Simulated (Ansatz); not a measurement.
# Hf2TiN3: the cost of one run

Computed with Ansatz 0.2.0 (DFT PBE, scalar-relativistic, plane waves, PAW, unless a step's input says otherwise).

1 further run of the same task is left out (set aside as unsound or not needed). Runs told in other sessions of the task aren't counted.

**1. The structure to begin with**

It takes space group P-62m (No. 189, hexagonal). The conventional cell has a = 5.362 Å, b = 5.362 Å, c = 5.353 Å, α = 90.00°, β = 90.00°, γ = 120.00°. Around Hf (site symmetry -62m) lie 6 N at 2.23 Å. Hf (site symmetry m2m) has 6 N at 2.23 to 2.26 Å in its first shell of neighbours. Ti (site symmetry -6) is surrounded by 6 N at 2.20 Å. Around N (site symmetry m) lie 2 Ti at 2.20 Å and 4 Hf at 2.23 to 2.26 Å.

As a file:

```cif
data_structure
_symmetry_space_group_name_H-M 'P 1'
_symmetry_Int_Tables_number 1
_cell_length_a 5.3625
_cell_length_b 5.3625
_cell_length_c 5.3527
_cell_angle_alpha 90.000
_cell_angle_beta 90.000
_cell_angle_gamma 120.000
_cell_volume 133.30
loop_
_atom_site_label
_atom_site_type_symbol
_atom_site_fract_x
_atom_site_fract_y
_atom_site_fract_z
_atom_site_occupancy
Hf1 Hf 0.00000 0.00000 0.50000 1
Hf2 Hf 0.33512 0.33512 0.00000 1
Hf3 Hf 0.00000 0.66488 0.00000 1
Hf4 Hf 0.66488 0.00000 0.00000 1
Ti1 Ti 0.66667 0.33333 0.50000 1
Ti2 Ti 0.33333 0.66667 0.50000 1
N1 N 0.33778 0.00000 0.74420 1
N2 N 0.00000 0.33778 0.74420 1
N3 N 0.66222 0.66222 0.74420 1
N4 N 0.33778 0.00000 0.25581 1
N5 N 0.00000 0.33778 0.25581 1
N6 N 0.66222 0.66222 0.25581 1
```

It is the end of an earlier relaxation with the same method, from a generated guess; it needn't be the stable form of this composition. At a tolerance of 0.05 Å it has space group P-62m (No. 189); it has 11.11 Å³/atom, an uncorrected energy of -1.60 eV/atom over the elements.

**2. Static run: bands, density of states and charges**

File input.yaml:

```yaml
crystal:
  lattice:
    - [5.3624732972, 2.89e-08, 0.0]
    - [-2.6812366736, 4.644038088, 0.0]
    - [0.0, 0.0, 5.3527471]
  atoms:
    - { symbol: Hf, position: [0.0, 0.0, 0.5] }
    - { symbol: Hf, position: [0.33512, 0.33512, 0.0] }
    - { symbol: Hf, position: [0.0, 0.66488, 0.0] }
    - { symbol: Hf, position: [0.66488, 0.0, 0.0] }
    - { symbol: Ti, position: [0.6666666667, 0.3333333333, 0.5] }
    - { symbol: Ti, position: [0.3333333333, 0.6666666667, 0.5] }
    - { symbol: "N", position: [0.3377795, 0.0, 0.744195] }
    - { symbol: "N", position: [0.0, 0.3377795, 0.744195] }
    - { symbol: "N", position: [0.6622205, 0.6622205, 0.744195] }
    - { symbol: "N", position: [0.3377795, 0.0, 0.255805] }
    - { symbol: "N", position: [0.0, 0.3377795, 0.255805] }
    - { symbol: "N", position: [0.6622205, 0.6622205, 0.255805] }
basis:
  ecutwfc: 420
kpoints:
  mp_grid: { grid: [12, 12, 8] }
  band_path:
    path:
      - [[0.0, 0.0, 0.0], [0.5, 0.0, 0.0], [0.33333333, 0.33333333, 0.0], [0.0, 0.0, 0.0], [0.0, 0.0, 0.5], [0.5, 0.0, 0.5], [0.33333333, 0.33333333, 0.5], [0.0, 0.0, 0.5]]
      - [[0.5, 0.0, 0.5], [0.5, 0.0, 0.0]]
      - [[0.33333333, 0.33333333, 0.5], [0.33333333, 0.33333333, 0.0]]
    npoints: 10
hamiltonian:
  xc: pbe
scf:
  occupations: { method: gaussian, width: 0.1 }
  n_extra_bands: 30
output:
  forces: true
  stress: true
  eigenvalues: true
  populations: true
  dos: { projected: true, de: 0.02, nscf_kmesh: { grid: [15, 15, 10] } }
  bader: false
```

The run is started by

```
ansatz run input.yaml --threads 4 --pin off --max-ram 8192MiB --backend cpu --events-out ev --progress --plain --runs-dir out
```

What time and memory should one allow on 4 threads of Arm Neoverse V2, shared host?

About 2.6 min, with a peak of 1.9 GiB.
